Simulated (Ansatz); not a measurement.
HPbNO4: equation of state with PBE

HPbNO4:

```
CELL_PARAMETERS angstrom
6.85877 0.00000 0.00000
0.00000 4.22865 0.00000
-3.39101 0.00000 7.27459
ATOMIC_POSITIONS crystal
H 0.22549 0.75000 0.50730
H 0.77451 0.25000 0.49270
Pb 0.30229 0.25000 0.28494
Pb 0.69771 0.75000 0.71506
N 0.21484 0.75000 0.83567
N 0.78516 0.25000 0.16433
O 0.33078 0.75000 0.45338
O 0.40909 0.75000 0.86901
O 0.15508 0.75000 0.96537
O 0.07083 0.75000 0.66955
O 0.66922 0.25000 0.54661
O 0.59091 0.25000 0.13099
O 0.84492 0.25000 0.03463
O 0.92917 0.25000 0.33045
```

The cell was built by a generator and needn't be a form met in nature.

```yaml
Program: Ansatz 0.2.0
Task: equation of state
Functional: PBE
Potentials_or_basis: Ansatz PAW
Cutoff: 420 eV
Density_cutoff: 1680 eV
k_mesh: 5 × 6 × 4
Occupations: fermi-dirac, width 0.05 eV
Spin: no spin polarisation
```

| Property | Result |
| --- | --- |
| Equilibrium volume | 15.07 Å³/atom |
| Bulk modulus at fixed shape and positions | 90 GPa |
| Pressure derivative of the bulk modulus | 4.2 |

Energy against volume, from the lowest point:
```
volume (Å³/atom)  energy (meV/atom)
          14.166              17.02
          14.468               7.30
          14.769               1.78
          15.071               0.00
          15.372               1.65
          15.673               6.37
          15.975              13.82
```

All runs of the series together: 36 s on 8 threads of Arm Neoverse V1, on a shared host.

Caveat: the cell was scaled at fixed shape and fractional positions, which overstates the stiffness of a crystal with free parameters, most of all of layers and chains. Spin-orbit coupling is left out, which matters for the levels of Pb.
